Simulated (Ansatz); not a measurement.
# GaH4+ (singlet): the correlation ladder at distance H3–H5 = 1.446 Å, cc-pVDZ

The task here is to estimate one member of a computed series from the others.

The runs use Ansatz 0.2.0, Gaussian basis; cc-pVDZ, core rule «outside noble gas», up to 14 orbitals frozen.

To be run: UHF; CCSD(T) on RHF; CCSD(T) on UHF; BCCD(T) on RHF; CISD; CCSDT(Q) on RHF; CCSDT(Q) on UHF; CASSCF and MRCISD+Q, 2 electrons in 2 orbitals; CASSCF and NEVPT2, 2 electrons in 2 orbitals; Full CI.

45 further runs of the same task are left out: 24 for a known fault of the program, 16 that didn't finish, 5 set aside as unsound or not needed.

**The system**

The geometry derives from a PBE0/def2-TZVP stationary point (not a proven minimum). One bond is set to the value named and the two fragments are kept rigid. No spin-orbit coupling is included. The filled d shell of Ga may be among the frozen orbitals whatever the setting's name suggests; the logs give the count.

5 atoms, charge 1, spin multiplicity 1.

Atoms are counted from 1 here; the program's logs count them from 0.

Bond lengths: Ga1–H2 1.527 Å, Ga1–H4 1.527 Å. Angles: H2–Ga1–H4 169.3°.

The first run:

Input file in.yaml:

```yaml
crystal:
  periodic: [false, false, false]
  atoms:
    - {symbol: Ga, position_ang: [0.000000, 0.009306, -0.055194]}
    - {symbol: H, position_ang: [0.000000, 1.529979, -0.197915]}
    - {symbol: H, position_ang: [0.000000, 0.391828, 2.106890]}
    - {symbol: H, position_ang: [0.000000, -1.511367, -0.197915]}
    - {symbol: H, position_ang: [0.000000, -1.054172, 2.106890]}
basis:
  gaussian: {orbitals: cc-pVDZ}
total_charge: 1
magnetization: {spin_polarized: true, initial_magnetization: 0}
hamiltonian: {xc: hf}
output: {orbitals: {seedname: orbitals}}
```

Command:

```sh
$ ansatz run in.yaml --threads 1 --pin off --events-out ev --progress --plain --max-ram 2393MiB
```

Among the steps run: UHF; CCSD(T) on RHF; CCSD(T) on UHF; BCCD(T) on RHF; CISD; CCSDT(Q) on RHF; CCSDT(Q) on UHF; CASSCF and MRCISD+Q, 2 electrons in 2 orbitals; CASSCF and NEVPT2, 2 electrons in 2 orbitals; Full CI.

One of the session's tables, all rows but one given; the rest of the session is left out.

| method | from FCI (meV) |
| --- | --- |
| RHF | +3326.6 |
| UHF | ? |
| RMP2 | +961.7 |
| RCCSD | +51.7 |
| RCCSD(T) | +13.3 |
| BCCD(T) | +13.1 |
| RCCSDT | +1.9 |
| RCCSDT(Q) | +0.5 |
| CASSCF pair | +2159.0 |
| NEVPT2 pair | +592.3 |
| MRCISD pair | +93.5 |
| MRCISD+Q pair | -13.8 |
| FCI | 0 |

Estimate the missing values for UHF.

The run gave: from FCI (meV): +3181.6. In the column «from FCI (meV)» it lies between CASSCF pair (+2159.0) and RHF (+3326.6).

Not comparable, so not listed: CCSD(T) on UHF; CCSDT(Q) on UHF (they don't share determinant, frozen orbitals or solution with the rows shown, or repeat one).

Caveats from the session: MRCISD+Q pair falls below full CI: the +Q correction isn't variational, and the cores differ from full CI's.
